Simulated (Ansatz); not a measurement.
**AlBBrH5Si: rigid scan of one bond length, by script**

How does the energy of AlBBrH5Si change as one bond is stretched? The task is a rigid scan of one bond length, for AlBBrH5Si.

Computed with Ansatz 0.2.0, driven from Python. Level of theory: CAM-B3LYP/def2-SVP.

## (1) The system

Bond lengths: Si1–Al2 2.314 Å, Al2–B3 2.042 Å, B3–Br4 2.037 Å, Si1–H5 1.497 Å, Si1–H6 1.539 Å, Si1–H7 1.475 Å, Al2–H8 1.569 Å, B3–H9 1.218 Å. Angles: Si1–Al2–B3 119.6°, Si1–Al2–H8 120.2°, B3–Al2–H8 120.2°, Al2–Si1–H5 111.4°, Al2–Si1–H6 109.6°, Al2–Si1–H7 112.0°, H5–Si1–H6 106.4°, H5–Si1–H7 110.0°, H6–Si1–H7 107.2°, Al2–B3–Br4 121.2°, Al2–B3–H9 122.6°, Br4–B3–H9 116.1°.

No structure file is read: the coordinates are typed or built in the script.

## (2) The code

The input, albbrh5si_scan.py:

```python
"""Potential curve of AlBBrH5Si along one bond."""

from dataclasses import dataclass

import ansatz
import numpy as np


@dataclass(frozen=True)
class RunConfig:
    basis: str = "def2-SVP"
    functional: str = "cam_b3lyp"


cfg = RunConfig()

GEOMETRY = """
Si   -0.45390    0.59710   -1.50560
Al   -0.11840   -0.98490    0.14890
B     0.67420   -0.41560    1.94310
Br    1.24330    1.51090    2.28100
H    -1.08640   -0.00800   -2.72060
H    -1.42880    1.67520   -0.99980
H     0.79880    1.28170   -1.87630
H    -0.44780   -2.49450   -0.12550
H     0.90750   -1.20810    2.83770
"""

geometry = ansatz.Crystal.molecule()
for line in GEOMETRY.strip().splitlines():
    symbol, *xyz = line.split()
    geometry = geometry.atom(symbol, [float(v) for v in xyz])

symbols = [site.symbol for site in geometry.cartesian_sites]
start = np.array([site.position_ang for site in geometry.cartesian_sites])
axis = (start[0] - start[1]) / np.linalg.norm(start[0] - start[1])
moving = [0, 4, 5, 6]
lengths, energies = [2.036, 2.128, 2.221, 2.314, 2.406, 2.499, 2.591, 2.73], []
for length in lengths:
    xyz = start.copy()
    xyz[moving] += (length - np.linalg.norm(start[0] - start[1])) * axis
    point = ansatz.Crystal.molecule()
    for symbol, place in zip(symbols, xyz):
        point = point.atom(symbol, place.tolist())
    calc = (
        point.calculation()
        .basis(gaussian=cfg.basis)  # atom-centred Gaussian functions
        .functional(cfg.functional)
    )
    data = calc.run(threads=1, pin="off").report
    energies.append(data["free_energy_ev"])
    print(f"r = {length:6.3f} A  E = {energies[-1]:.5f} eV  <S^2> = {abs(data['mean_field']['state']['spin_squared']):.3f}")

# quartic fit about the minimum
fit = np.polynomial.Polynomial.fit(lengths, np.array(energies) - min(energies), 4).convert()
roots = [r.real for r in fit.deriv().roots() if abs(r.imag) < 1e-9 and fit.deriv(2)(r.real) > 0]
r_e = min(roots, key=lambda r: abs(r - lengths[int(np.argmin(energies))]))
print(f"minimum of the fit at {r_e:.4f} A, force constant {fit.deriv(2)(r_e):.2f} eV/A^2")
```

## (3) What the engine is handed

The package turns the script's settings into the engine's input (first run):

```yaml
crystal:
  periodic: [false, false, false]
  atoms:
    - { symbol: Si, position_ang: [-0.4136471351977781, 0.40729364495643805, -1.3070951868397136] }
    - { symbol: Al, position_ang: [-0.1184, -0.9849, 0.1489] }
    - { symbol: B, position_ang: [0.6742, -0.4156, 1.9431] }
    - { symbol: Br, position_ang: [1.2433, 1.5109, 2.281] }
    - { symbol: H, position_ang: [-1.0461471351977782, -0.1978063550435619, -2.5220951868397137] }
    - { symbol: H, position_ang: [-1.3885471351977783, 1.4853936449564382, -0.8012951868397136] }
    - { symbol: H, position_ang: [0.8390528648022219, 1.0918936449564383, -1.6777951868397136] }
    - { symbol: H, position_ang: [-0.4478, -2.4945, -0.1255] }
    - { symbol: H, position_ang: [0.9075, -1.2081, 2.8377] }
basis:
  gaussian:
    orbitals: def2-SVP
hamiltonian:
  xc: cam_b3lyp
```

## (4) Launch

Run with:

```
python albbrh5si_scan.py
```

Q: Predict the main results. Wanted: range of energy; lowest point, distance.

The runs gave:

| quantity | value |
| --- | --- |
| bond length at the fit's minimum | 2.4587 Å |
| runs compared | 8 |
| range of energy | 1.234 eV |
| lowest point, distance (Å) | 2.50 |

**Reading.** The lowest point, at 2.50, lies inside the range. The ends stand 1.23 and 0.229 eV above it. The distance scanned is the script's pair 1, 0. What to keep in mind:
- The rest of the molecule is held rigid at a force-field or estimated start geometry, and the basis set is modest; single-reference methods fail as a bond breaks.
- The orbitals are restricted, so S² is zero by construction.
